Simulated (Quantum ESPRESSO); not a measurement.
# BiTe under changes of volume

One of the cells (33.725 Å³/atom); the others are scaled copies at fixed shape and fractional positions:

```
Bi Te
1.0
     2.42271    1.39875    3.31729
    -2.42271    1.39875    3.31729
     0.00000   -2.79750    3.31729
Bi Te
1 1
Direct
  0.50000 0.50000 0.50000
  0.00000 0.00000 0.00000
```

The cell comes from a database or a generator and needn't be the stable form of this composition.

```yaml
Program: Quantum ESPRESSO 7.5
Functional: PBE
Potentials_or_basis: SSSP 1.3 efficiency PBE
Cutoff: 748 eV
Density_cutoff: 5987 eV
k_mesh: 7 × 7 × 7
Occupations: fermi-dirac, width 0.05 eV
Spin: no spin polarisation
```

| volume (Å³/atom) | energy over the lowest point (meV/atom) | pressure (GPa) |
| --- | --- | --- |
| 31.701 | 20.46 | 3.4 |
| 32.376 | 8.76 | 2.1 |
| 33.050 | ? | ? |
| 33.725 | 0.00 | -0.1 |
| 34.399 | 1.96 | -1.0 |
| 35.074 | 7.55 | -1.8 |
| 35.748 | 16.40 | -2.5 |

What does the run at 33.050 Å³/atom give?

Energy over the lowest point 2.11 meV/atom; pressure 0.9 GPa.

Worked out: A Birch-Murnaghan fit of order 3 (a polynomial in V^(-2/3)) to the other rows has its minimum at 33.73 Å³/atom with B0 = V·E''(V) = 48 GPa and B' = 4.5 at fixed shape and positions, which overstates the stiffness. It gives 2.12 meV/atom at 33.050 Å³/atom, against the run's 2.11, and -dE/dV = 1.0 GPa, against 0.9.

Energies are extrapolated to zero smearing.
